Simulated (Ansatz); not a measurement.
What does this script print? It uses the Ansatz DFT code, driven from Python.

`c2h8site.py`:
```python
"""C2H8SiTe at several levels of theory."""

import ansatz as az

geometry_ang = [
    ("C", (-0.2066, 2.0274, 0.7653)),
    ("C", (-0.252, 0.5762, 0.4691)),
    ("Te", (0.8412, 0.1695, -1.3275)),
    ("Si", (0.49, -2.2518, -1.0645)),
    ("H", (0.7861, 2.4294, 0.8784)),
    ("H", (-0.8375, 2.2907, 1.6756)),
    ("H", (-0.6954, 2.6198, -0.0896)),
    ("H", (-1.2517, 0.2366, 0.3284)),
    ("H", (0.2178, 0.0558, 1.3652)),
    ("H", (1.0534, -2.9987, -2.1395)),
    ("H", (0.9492, -2.7288, 0.2443)),
    ("H", (-1.0175, -2.4812, -1.0711)),
]
mol = az.Crystal.molecule()
for symbol, xyz in geometry_ang:
    mol = mol.atom(symbol, xyz)

calculation = mol.calculation().basis(gaussian="def2-SVP")

methods = ["mp2", "ccsd", "ccsd_t"]
reports = [calculation.correlation(m).run(threads=1, pin="off").report for m in methods]
print(f"Hartree-Fock reference {reports[0]['reference_energy_ev'] / 27.211386246:.6f} Ha")
best = reports[-1]["free_energy_ev"] - reports[-1]["reference_energy_ev"]
for method, each in zip(methods, reports):
    gained = each["free_energy_ev"] - each["reference_energy_ev"]
    print(f"{method:8s} total {each['free_energy_ev'] / 27.211386246:.6f} Ha  correlation {gained:9.4f} eV  ({100 * gained / best:.1f} % of the last)")
```

Running `python c2h8site.py` prints:
```text
Hartree-Fock reference -636.164029 Ha
mp2      total -636.682246 Ha  correlation  -14.1014 eV  (87.0 % of the last)
ccsd     total -636.742512 Ha  correlation  -15.7413 eV  (97.1 % of the last)
ccsd_t   total -636.759691 Ha  correlation  -16.2088 eV  (100.0 % of the last)
```

Total energies depend on the basis set; only differences at equal settings carry meaning. The geometry is a force-field or estimated start, not a minimum of this method, and the basis set is short of its limit. A lower total doesn't mark the better method: functionals have no common bound, and MP2 and coupled cluster aren't variational. def2 sets replace the cores of elements past krypton by effective core potentials. Inner cores stay frozen; a filled d shell under the valence of the heavier atoms is correlated with it. Wall time of the script: 44 s on 1 thread of Arm Neoverse V1, with other jobs on the host, peak memory 0.66 GiB.
